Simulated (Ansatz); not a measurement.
# CH₇BNP: up Jacob's ladder to CCSD(T)

An exercise on one series of results from a longer session: the logs are not shown, and one member is left open.

The runs use Ansatz 0.2.0, Gaussian basis; functionals in def2-TZVPP, the program's frozen cores in correlated methods.

Levels to be run: LDA (SPW92), PBE-D4, revPBE-D4, BLYP-D4, r2SCAN-D4, B97M-V, PBE0-D4, B3LYP-D4, r2SCANh-D4, r2SCAN0-D4, HSE06-D4, BHLYP-D4, CAM-B3LYP-D4, LC-ωPBE, ωB97X-V, ωB97M-V, B2PLYP, PBE-QIDH; CCSD(T)/def2-SVP; CCSD(T)/def2-TZVPP; MP2/def2-QZVPP; extrapolation to the limit; RPA on PBE.

## The geometry

The geometry comes from an earlier relaxation with PBE0-D4 in a triple-zeta def2 set; it is a stationary point, not always the lowest conformer.

11 atoms, charge 0, spin multiplicity 1.

Atoms are counted from 1 here; the program's logs count them from 0.

Bond lengths: C1–B2 1.573 Å, C1–H5 1.094 Å, C1–H6 1.094 Å, C1–H7 1.095 Å, B2–N3 1.394 Å, B2–P4 1.936 Å, N3–H8 1.005 Å, N3–H9 1.007 Å, P4–H10 1.420 Å, P4–H11 1.417 Å. Angles: B2–C1–H5 111.6°, B2–C1–H6 113.3°, B2–C1–H7 110.2°, H5–C1–H6 107.9°, H5–C1–H7 105.9°, H6–C1–H7 107.6°, C1–B2–N3 120.8°, C1–B2–P4 119.5°, N3–B2–P4 119.5°, B2–N3–H8 124.1°, B2–N3–H9 122.3°, H8–N3–H9 113.6°, B2–P4–H10 98.9°, B2–P4–H11 97.1°, H10–P4–H11 95.0°.

Set-up of the first run:

in.yaml

```yaml
crystal:
  periodic: [false, false, false]
  atoms:
    - {symbol: C, position_ang: [-1.093222, 0.922586, -0.128032]}
    - {symbol: B, position_ang: [0.002902, -0.179788, 0.111867]}
    - {symbol: N, position_ang: [0.427127, -0.495920, 1.401394]}
    - {symbol: P, position_ang: [0.670948, -1.204851, -1.389127]}
    - {symbol: H, position_ang: [-1.903535, 0.553239, -0.763722]}
    - {symbol: H, position_ang: [-1.537033, 1.299327, 0.798301]}
    - {symbol: H, position_ang: [-0.659595, 1.776561, -0.659212]}
    - {symbol: H, position_ang: [1.134077, -1.179243, 1.610951]}
    - {symbol: H, position_ang: [0.043310, -0.049757, 2.218369]}
    - {symbol: H, position_ang: [2.007227, -1.393277, -0.948840]}
    - {symbol: H, position_ang: [0.973292, -0.105678, -2.231450]}
basis:
  gaussian: {orbitals: def2-TZVPP}
hamiltonian: {xc: lda}
output: {orbitals: {seedname: orbitals}}
```

Run with:

```sh
$ ansatz run in.yaml --threads 2 --pin off --events-out ev --progress --plain --max-ram 4352MiB
```

Steps of the session up to this table: LDA; PBE-D4 (GGA); revPBE-D4 (GGA); BLYP-D4 (GGA); r2SCAN-D4 (meta-GGA); B97M-V (meta-GGA); PBE0-D4 (hybrid); B3LYP-D4 (hybrid); r2SCANh-D4 (hybrid); r2SCAN0-D4 (hybrid); HSE06-D4 (hybrid); BHLYP-D4 (hybrid); CAM-B3LYP-D4 (range-separated); LC-ωPBE (range-separated); ωB97X-V (range-separated); ωB97M-V (range-separated); B2PLYP (double hybrid); PBE-QIDH (double hybrid).

One of the session's tables, all rows but one given; the rest of the session is left out.

It belongs to the step «Orbital energies across the functionals». 

```
  functional  HOMO (eV)  LUMO (eV)  gap (eV)
 LDA (SPW92)      -5.86      -0.79      5.06
      PBE-D4      -5.76      -0.60      5.15
   revPBE-D4      -5.71      -0.52      5.19
     BLYP-D4      -5.61      -0.48      5.13
   r2SCAN-D4      -5.99      -0.27      5.72
      B97M-V      -6.09      -0.34      5.75
     PBE0-D4      -6.89       0.33      7.21
    B3LYP-D4          ?          ?         ?
  r2SCANh-D4      -6.41       0.06      6.47
  r2SCAN0-D4      -7.04       0.54      7.58
    HSE06-D4      -6.49      -0.05      6.43
    BHLYP-D4      -7.90       1.11      9.01
CAM-B3LYP-D4      -8.18       1.26      9.44
     LC-ωPBE      -9.54       2.49     12.03
     ωB97X-V      -9.19       2.31     11.50
     ωB97M-V      -9.03       1.89     10.92
```

**Question.** Estimate the row for B3LYP-D4.

Worked estimate for «HOMO (eV)». Against the share of exact exchange, BLYP-D4 (0, -5.61), BHLYP-D4 (0.5, -7.90) give a slope of -4.58 per unit share; at 0.2 the line stands at -6.53.

The run gave: HOMO (eV): -6.67; LUMO (eV): 0.08; gap (eV): 6.76. In «HOMO (eV)» the line misses by +0.14.
